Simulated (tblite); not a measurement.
# C5H10GeO3: the cost of one run

The runs use tblite 0.8.0 and PySCF 2.14.0, with density-fitted response routines of our own; the level of theory stands in each step. All values are computed, except where a source is named. Atoms count from 0, in the outputs and in this text.

## 1. The molecule as given

19 atoms, charge 0, multiplicity 1; geometry from: force field or distance geometry start.

Bonds of the start (Å): C0–C1 1.50, C1–C2 1.49, C2–O3 1.29, C2–O4 1.37, O4–C5 1.41, C5–C6 1.49, C6–O7 1.21, C6–Ge8 1.93, C0–H9 1.08, C0–H10 1.11, C0–H11 1.12, C1–H12 1.12, C1–H13 1.10, C5–H14 1.11, C5–H15 1.12, Ge8–H16 1.54, Ge8–H17 1.55, Ge8–H18 1.54.

## 2. Relaxing the molecule with GFN2-xTB

The job: settings as JSON, then the geometry in Å.

```
{"job": {"kind": "relax", "xc": "GFN2-xTB", "basis": "xTB"}, "charge": 0, "multiplicity": 1}
C     -2.887400    -0.932000    -1.037200
C     -2.618300     0.064500     0.053200
C     -1.181700     0.401700     0.230700
O     -0.691800     1.279000    -0.574800
O     -0.355000    -0.138100     1.184200
C      1.006400     0.203300     1.319900
C      1.809800    -0.085100     0.095500
O      1.283300    -0.566100    -0.881800
Ge     3.697900     0.317300     0.137800
H     -2.131900    -1.004600    -1.804900
H     -2.983000    -1.928200    -0.549700
H     -3.910500    -0.736100    -1.452300
H     -3.129700     1.017400    -0.250400
H     -3.106400    -0.290800     0.974800
H      1.397300    -0.353500     2.199000
H      1.176600     1.278100     1.572200
H      4.337200     0.208100    -1.256400
H      3.823200     1.808700     0.544400
H      4.454200    -0.534200     1.168200
```

Started as:

```
$ OMP_NUM_THREADS=1 python probes_run.py task.json out
```

One launch serves the whole session: the jobs run in the order shown.

**Question.** How long does this first job take on 1 thread of Arm Neoverse V1, shared host, and how much memory does it need?

About 1.8 s, with a peak of 0.18 GiB.
